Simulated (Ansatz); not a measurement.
**GeH4OS: one structure at several levels**

One table from this session's results is given with a row withheld; the runs are named, their logs left out.

Program: Ansatz 0.2.0, Gaussian basis. Level of theory: single points in def2-TZVPP. These are calculated values, not measurements.

Correlated methods freeze the cores. Filled d shells of the heavier atoms are correlated.

## Where the work starts

SMILES `S[O][GeH3]`, 7 atoms, charge 0, spin multiplicity 1.

Atoms are counted from 1 here; the program's logs count them from 0.

Bond lengths: S1–O2 1.805 Å, S1–H4 1.307 Å, O2–Ge3 1.811 Å, Ge3–H5 1.571 Å, Ge3–H6 1.596 Å, Ge3–H7 1.627 Å. Angles: O2–S1–H4 98.2°, S1–O2–Ge3 124.0°, O2–Ge3–H5 111.9°, O2–Ge3–H6 95.8°, O2–Ge3–H7 108.8°, H5–Ge3–H6 114.3°, H5–Ge3–H7 110.0°, H6–Ge3–H7 115.1°.

Geometry (Å):

```mol
GeH4OS
  3D, bonds by distance, orders not assigned

  7  6  0  0  0  0  0  0  0  0999 V2000
   -0.9065   -1.9737   -0.2911 S   0  0
   -0.5837   -0.4645    0.6442 O   0  0
    0.6376    0.7831    0.1629 Ge  0  0
   -2.0273   -1.6069   -0.8548 H   0  0
    0.3913    1.3131   -1.2957 H   0  0
    0.2646    1.8263    1.3122 H   0  0
    2.1250    0.1335    0.2763 H   0  0
  1  2  8  0
  1  4  8  0
  2  3  8  0
  3  5  8  0
  3  6  8  0
  3  7  8  0
M  END
```

Set-up of the first run:

run/in.yaml reads:

```yaml
crystal:
  periodic: [false, false, false]
  atoms:
    - {symbol: S, position_ang: [-0.906500, -1.973700, -0.291100]}
    - {symbol: O, position_ang: [-0.583700, -0.464500, 0.644200]}
    - {symbol: Ge, position_ang: [0.637600, 0.783100, 0.162900]}
    - {symbol: H, position_ang: [-2.027300, -1.606900, -0.854800]}
    - {symbol: H, position_ang: [0.391300, 1.313100, -1.295700]}
    - {symbol: H, position_ang: [0.264600, 1.826300, 1.312200]}
    - {symbol: H, position_ang: [2.125000, 0.133500, 0.276300]}
basis:
  gaussian: {orbitals: def2-TZVPP}
correlation: {method: ccsd_t}
output: {forces: true}
```

The command line of these runs was not kept.

Steps of the session up to this table: CCSD(T)/def2-TZVPP; PBE0-D4/def2-TZVPP; wB97M-V/def2-TZVPP; r2SCAN-D4/def2-TZVPP; PBE-D4/def2-TZVPP; revPBE-D4/def2-TZVPP; r2SCAN0-D4/def2-TZVPP.

One table of the session follows, with a row left open; its other results are not shown here.

| method | RMS force component (eV/Å) | angle to CCSD(T) forces (°) | dipole (D) |
| --- | --- | --- | --- |
| CCSD(T) | 0.911 | reference | 1.55 |
| PBE0-D4 | 1.009 | 5.6 | 1.58 |
| wB97M-V | 1.011 | 4.1 | 1.57 |
| r2SCAN-D4 | ? | ? | ? |
| PBE-D4 | 0.898 | 14.1 | 1.47 |
| revPBE-D4 | 0.884 | 16.4 | 1.45 |
| r2SCAN0-D4 | 1.039 | 6.9 | 1.63 |

Estimate the missing values for r2SCAN-D4.

As computed: RMS force component (eV/Å): 0.924; angle to CCSD(T) forces (°): 3.8; dipole (D): 1.56. In the column «RMS force component (eV/Å)» it lies between CCSD(T) (0.911) and PBE0-D4 (1.009).
